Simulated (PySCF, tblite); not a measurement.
# C5H7O2S radical: geometry, infrared bands and EPR parameters

Aim: predict the infrared bands and EPR parameters of C5H7O2S radical (`[CH2][C@@H]1C=CCS1(=O)=O`).

Programs: tblite 0.8.0 and PySCF 2.14.0, with density-fitted response routines of our own. Each step states its level of theory. These are calculated values for one molecule in the gas phase, unless marked as measured. Atoms are numbered from 0 throughout.

### 1 The molecule as given

15 atoms, charge 0, multiplicity 2; geometry from: force field or distance geometry start.

Bonds of the start (Å): C0–C1 1.53, C1–C2 1.46, C2–C3 1.30, C3–C4 1.48, C4–S5 1.80, S5–O6 1.48, S5–O7 1.50, S5–C1 1.77, C0–H8 1.11, C0–H9 1.11, C1–H10 1.13, C2–H11 1.12, C3–H12 1.11, C4–H13 1.10, C4–H14 1.10.

### 2 Relaxing the molecule with GFN2-xTB

What the job is given:

```
{"job": {"kind": "relax", "xc": "GFN2-xTB", "basis": "xTB"}, "charge": 0, "multiplicity": 2}
C      2.050400    -0.303500    -0.780600
C      0.847300    -0.267700     0.167200
C     -0.193000    -1.219300    -0.214800
C     -1.428600    -0.829100    -0.120700
C     -1.640300     0.530900     0.411700
S     -0.031500     1.265200     0.056500
O     -0.071100     1.803300    -1.322700
O      0.358200     2.246900     1.118400
H      2.657500     0.578300    -0.491300
H      2.655600    -1.199800    -0.517900
H      1.202600    -0.445100     1.225500
H      0.067800    -2.238300    -0.598100
H     -2.298500    -1.477400    -0.374900
H     -2.442800     1.088100    -0.084200
H     -1.738100     0.475500     1.503900
```

Launch:

```console
$ OMP_NUM_THREADS=1 python probes_run.py task.json out
```

The driver reads the jobs from task.json and runs them one after another.

**Question.** This job is followed by: GFN2-xTB harmonic vibrations, gas phase; UKS B3LYP, pcH-1 on C H O S, non-relativistic, mean-field spin-orbit, GIAO. Predict these results of the whole session: strongest single infrared mode (GFN2-xTB); zero-point energy (GFN2-xTB); g(iso) (B3LYP); ⟨S²⟩; largest a(iso); potential on the surface of density 0.002 e/bohr³, 1st and 99th percentile.

**Answer**, as computed:

```
                                                                  quantity                  value
                                 strongest single infrared mode (GFN2-xTB)  1186 cm⁻¹, 337 km/mol
                                              zero-point energy (GFN2-xTB)          67.3 kcal/mol
                                                            g(iso) (B3LYP)                2.00532
                                                                      ⟨S²⟩     0.783 (exact 0.75)
                                                            largest a(iso)    13C on C4, 72.4 MHz
potential on the surface of density 0.002 e/bohr³, 1st and 99th percentile     -1.67 V and 1.54 V
```

In words: Over 171 steps the energy fell by 1.542 eV; of the close pairs, C1–S5 changed most, 1.770 to 3.792 Å. The frame itself reshapes: C1···S5 goes from 1.77 to 3.79 Å. No mode is imaginary among the 39: a minimum at this level. The strongest single mode, at 1186 cm⁻¹, has its largest shares on S5, O6 and O7 (the list is cut at 3 atoms). Unscaled tight-binding wavenumbers are off by several per cent, some by more. Its intensities can rank the bands wrongly. The structure rearranged or came apart on optimisation; the results belong to the end geometry, not to the formula as drawn. The largest spin populations lie on C4 (0.32 e), C2 (0.27 e), C0 (0.23 e). The isotropic g lies 3.0 ppt above the free-electron value. The conformer search found further structures of the same energy, which may be mirror or relabelled copies of this one.
